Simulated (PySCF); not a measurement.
**Indium: the same states on changed settings**

These states were run before on sound settings. What differs here: 14 angular points, unsound on purpose. What does it move?

Program: PySCF 2.14.0. Level of theory: unrestricted determinants in a Gaussian basis, no spin-orbit coupling in the energies. These are calculated values, not measurements, unless marked.

8 further runs of the same task are left out: 2 that didn't finish, 6 set aside as unsound or not needed.

## (1) The system

* Element: indium (Z = 49)
* Basis: cc-pVDZ-PP with ECP28MDF (4s3p2d, 23 functions)
* Hamiltonian: scalar relativity through the core potential
* State 1: In: [Kr] 4d10 5s2 5p1, 2P determinant
* State 2: In⁺: [Kr] 4d10 5s2, closed-shell 1S
* Methods: PBE, M06-2X

The outer shells:

In [Kr] 4d10 5s2 5p1
```
[Kr] core
4d [↑↓][↑↓][↑↓][↑↓][↑↓]
5s [↑↓]
5p [↑ ][  ][  ]
```

In+ [Kr] 4d10 5s2
```
[Kr] core
4d [↑↓][↑↓][↑↓][↑↓][↑↓]
5s [↑↓]
```

The sound run (cc-pVDZ-PP with ECP28, a scalar-relativistic core potential, symmetry-adapted start, fine grid, valence correlation) gave:

```tsv
species	method	energy (hartree)
In	UHF	-189.20491
In	PBE	-190.10989
In	M06-2X	-190.04204
In	MP2 (valence)	-189.23029
In	CCSD(T) (valence)	-189.24355
In⁺	UHF	-189.01390
In⁺	PBE	-189.90522
In⁺	M06-2X	-189.84035
In⁺	MP2 (valence)	-189.03461
In⁺	CCSD(T) (valence)	-189.04541
```

One driver process ran all states and methods and kept the integrals in memory. Each run is shown as a PySCF script that sums up its settings (the driver passes frozen orbitals as a list and adds second-order terms of double hybrids); the logs are those of the runs themselves. The driver starts from symmetry-adapted Hartree-Fock orbitals, holds the occupation by maximum overlap and uses a logarithmic radial grid for functionals, so a plain start would take other cycles.

The driver's launch:

```console
$ OMP_NUM_THREADS=1 python atomrun2.py TASK.json OUT
```

The integrals over 23 functions and the set-up took 0.07 s of CPU time.

The grid is set inside the driver, so the scripts do not show it: 14 angular points.

## (2) Changed run, In: the ladder of methods

#### PBE

input.py

```python
from pyscf import gto, scf, dft, mp, cc
import basis_set_exchange as bse
txt = bse.get_basis("cc-pVDZ-PP", elements=["In"], fmt="nwchem", header=False)
cut = txt.index("\nECP")
mol = gto.M(atom="In 0 0 0", charge=0, spin=1, symmetry="D2h",
            basis=gto.basis.parse(txt[:cut]),
            ecp={"In": gto.basis.parse_ecp(txt[cut:])})
mf = dft.UKS(mol, xc="PBE")
mf.irrep_nelec = {'Ag': (4, 4), 'B1g': (1, 1), 'B2g': (1, 1), 'B3g': (1, 1), 'B1u': (1, 1), 'B2u': (2, 1), 'B3u': (1, 1)}
mf.kernel()
```

Output:

```text
damping factor = 0
level_shift factor = 0
DIIS = <class 'pyscf.scf.diis.CDIIS'>
diis_start_cycle = 1
diis_space = 10
diis_damp = 0
SCF conv_tol = 1e-09
SCF conv_tol_grad = None
number electrons alpha = 11  beta = 10
XC functionals = PBE
    J. P. Perdew, K. Burke, and M. Ernzerhof.,  Phys. Rev. Lett. 77, 3865 (1996)
    J. P. Perdew, K. Burke, and M. Ernzerhof.,  Phys. Rev. Lett. 78, 1396 (1997)
    J. P. Perdew, K. Burke, and M. Ernzerhof.,  Phys. Rev. Lett. 77, 3865 (1996)
    J. P. Perdew, K. Burke, and M. Ernzerhof.,  Phys. Rev. Lett. 78, 1396 (1997)
cycle= 1 E= -190.109386712035  delta_E= -0.00973  |g|= 0.0264  |ddm|= 0.546
cycle= 2 E= -190.109575867703  delta_E= -0.000189  |g|= 0.0158  |ddm|= 0.0632
cycle= 3 E= -190.109719162618  delta_E= -0.000143  |g|= 0.00135  |ddm|= 0.0572
cycle= 4 E= -190.109720681124  delta_E= -1.52e-06  |g|= 1.74e-05  |ddm|= 0.00875
cycle= 5 E= -190.109720681532  delta_E= -4.07e-10  |g|= 7.09e-07  |ddm|= 7.78e-05
converged SCF energy = -190.109720681532  <S^2> = 0.75171841  2S+1 = 2.0017177
```

Time after the integrals: 0.05 s (1 thread of Neoverse-N1, shared host).

The occupied shells:

```tsv
shell	electrons	mean orbital energy (eV)	spread (eV)	rms radius (bohr)
4s α	1	-121.54	0	0.909
4s β	1	-121.52	0	0.909
4p α	3	-79.108	0.282	0.993
4p β	3	-79.086	0.331	0.993
4d α	5	-18.294	0.324	1.30
4d β	5	-18.226	0.411	1.30
5s α	1	-8.365	0	2.78
5s β	1	-7.863	0	2.78
5p α	1	-2.733	0	3.92
```

⟨S²⟩ = 0.752, ⟨L²⟩ = 2.01.

Energies and moments cover only the electrons outside the core potential.

#### M06-2X

Changes to input.py:

```diff
@@ -7,3 +7,3 @@
             ecp={"In": gto.basis.parse_ecp(txt[cut:])})
-mf = dft.UKS(mol, xc="PBE")
+mf = dft.UKS(mol, xc="M062X")
 mf.irrep_nelec = {'Ag': (4, 4), 'B1g': (1, 1), 'B2g': (1, 1), 'B3g': (1, 1), 'B1u': (1, 1), 'B2u': (2, 1), 'B3u': (1, 1)}
```

Output:

```text
damping factor = 0
level_shift factor = 0
DIIS = <class 'pyscf.scf.diis.CDIIS'>
diis_start_cycle = 1
diis_space = 10
diis_damp = 0
SCF conv_tol = 1e-09
SCF conv_tol_grad = None
number electrons alpha = 11  beta = 10
XC functionals = M062X
    Y. Zhao and D. G. Truhlar.,  Theor. Chem. Acc. 120, 215 (2008)
    Y. Zhao and D. G. Truhlar.,  Theor. Chem. Acc. 120, 215 (2008)
cycle= 1 E= -190.039129896147  delta_E= -0.00182  |g|= 0.00788  |ddm|= 0.181
cycle= 2 E= -190.039236338236  delta_E= -0.000106  |g|= 0.00278  |ddm|= 0.0769
cycle= 3 E= -190.039246487848  delta_E= -1.01e-05  |g|= 0.000866  |ddm|= 0.0172
cycle= 4 E= -190.039247837711  delta_E= -1.35e-06  |g|= 7.4e-05  |ddm|= 0.0114
cycle= 5 E= -190.0392478444  delta_E= -6.69e-09  |g|= 9.64e-06  |ddm|= 0.000623
cycle= 6 E= -190.039247844567  delta_E= -1.66e-10  |g|= 1.07e-06  |ddm|= 0.000118
converged SCF energy = -190.039247844567  <S^2> = 0.75357356  2S+1 = 2.0035704
```

It took 0.08 s on 1 thread of Neoverse-N1, shared host, the integrals not counted.

Energies and moments cover only the electrons outside the core potential.

## (3) Changed run, In⁺: the ladder of methods

#### PBE

input.py

```python
from pyscf import gto, scf, dft, mp, cc
import basis_set_exchange as bse
txt = bse.get_basis("cc-pVDZ-PP", elements=["In"], fmt="nwchem", header=False)
cut = txt.index("\nECP")
mol = gto.M(atom="In 0 0 0", charge=1, spin=0, symmetry="D2h",
            basis=gto.basis.parse(txt[:cut]),
            ecp={"In": gto.basis.parse_ecp(txt[cut:])})
mf = dft.UKS(mol, xc="PBE")
mf.irrep_nelec = {'Ag': (4, 4), 'B1g': (1, 1), 'B2g': (1, 1), 'B3g': (1, 1), 'B1u': (1, 1), 'B2u': (1, 1), 'B3u': (1, 1)}
mf.kernel()
```

Output:

```text
damping factor = 0
level_shift factor = 0
DIIS = <class 'pyscf.scf.diis.CDIIS'>
diis_start_cycle = 1
diis_space = 10
diis_damp = 0
SCF conv_tol = 1e-09
SCF conv_tol_grad = None
number electrons alpha = 10  beta = 10
XC functionals = PBE
    J. P. Perdew, K. Burke, and M. Ernzerhof.,  Phys. Rev. Lett. 77, 3865 (1996)
    J. P. Perdew, K. Burke, and M. Ernzerhof.,  Phys. Rev. Lett. 78, 1396 (1997)
    J. P. Perdew, K. Burke, and M. Ernzerhof.,  Phys. Rev. Lett. 77, 3865 (1996)
    J. P. Perdew, K. Burke, and M. Ernzerhof.,  Phys. Rev. Lett. 78, 1396 (1997)
cycle= 1 E= -189.904877201395  delta_E= -0.00829  |g|= 0.0266  |ddm|= 0.518
cycle= 2 E= -189.905097731525  delta_E= -0.000221  |g|= 0.0148  |ddm|= 0.0741
cycle= 3 E= -189.905217331204  delta_E= -0.00012  |g|= 0.000379  |ddm|= 0.0362
cycle= 4 E= -189.905217425621  delta_E= -9.44e-08  |g|= 2.13e-07  |ddm|= 0.00138
cycle= 5 E= -189.905217425621  delta_E= -2.84e-14  |g|= 1.05e-09  |ddm|= 6.02e-07
converged SCF energy = -189.905217425621  <S^2> = -5.3290705e-15  2S+1 = 1
```

Time after the integrals: 0.05 s (1 thread of Neoverse-N1, shared host).

The occupied shells:

```tsv
shell	electrons	mean orbital energy (eV)	spread (eV)	rms radius (bohr)
4s	2	-129.03	0	0.910
4p	6	-86.607	0	0.993
4d	10	-25.773	0	1.29
5s	2	-14.978	0	2.64
```

⟨S²⟩ = 0.000, ⟨L²⟩ = 0.00.

Energies and moments cover only the electrons outside the core potential.

#### M06-2X

Changes to input.py:

```diff
@@ -7,3 +7,3 @@
             ecp={"In": gto.basis.parse_ecp(txt[cut:])})
-mf = dft.UKS(mol, xc="PBE")
+mf = dft.UKS(mol, xc="M062X")
 mf.irrep_nelec = {'Ag': (4, 4), 'B1g': (1, 1), 'B2g': (1, 1), 'B3g': (1, 1), 'B1u': (1, 1), 'B2u': (1, 1), 'B3u': (1, 1)}
```

Output:

```text
damping factor = 0
level_shift factor = 0
DIIS = <class 'pyscf.scf.diis.CDIIS'>
diis_start_cycle = 1
diis_space = 10
diis_damp = 0
SCF conv_tol = 1e-09
SCF conv_tol_grad = None
number electrons alpha = 10  beta = 10
XC functionals = M062X
    Y. Zhao and D. G. Truhlar.,  Theor. Chem. Acc. 120, 215 (2008)
    Y. Zhao and D. G. Truhlar.,  Theor. Chem. Acc. 120, 215 (2008)
cycle= 1 E= -189.840335404493  delta_E= -0.000337  |g|= 0.0051  |ddm|= 0.0523
cycle= 2 E= -189.840350258706  delta_E= -1.49e-05  |g|= 0.00155  |ddm|= 0.0253
cycle= 3 E= -189.840351486974  delta_E= -1.23e-06  |g|= 0.000106  |ddm|= 0.00191
cycle= 4 E= -189.840351504238  delta_E= -1.73e-08  |g|= 4.57e-06  |ddm|= 0.00105
cycle= 5 E= -189.84035150425  delta_E= -1.19e-11  |g|= 3.88e-08  |ddm|= 1.69e-05
converged SCF energy = -189.84035150425  <S^2> = -3.5527137e-15  2S+1 = 1
```

Time after the integrals: 0.07 s (1 thread of Neoverse-N1, shared host).

Energies and moments cover only the electrons outside the core potential.

## (4) Against the sound run

```tsv
species	method	converged	energy less sound run (eV)
In	PBE	yes	+0.0045
In	M06-2X	yes	+0.0759
In⁺	PBE	yes	-0.0000
In⁺	M06-2X	yes	+0.0000
```

Ionisation energy of In:

```tsv
method	sound run (eV)	changed run (eV)	shift (eV)
UHF	5.198	5.198	+0.000
PBE	5.569	5.565	-0.005
M06-2X	5.488	5.412	-0.076
```

## (5) Outcome

```
                                 quantity               value
                                   change   14 angular points
                           runs converged              4 of 4
largest shift of a converged total energy           0.0759 eV
   largest shift of the ionisation energy  -0.076 eV (M06-2X)
```

The ionisation energy moves by up to 0.08 eV, at M06-2X. A coarse angular grid integrates products of high-l functions wrongly, so density functionals can shift, and the SCF can exploit the error; Hartree-Fock and MP2 need no grid. The setting is unsound on purpose, so these numbers are no properties of the atom.
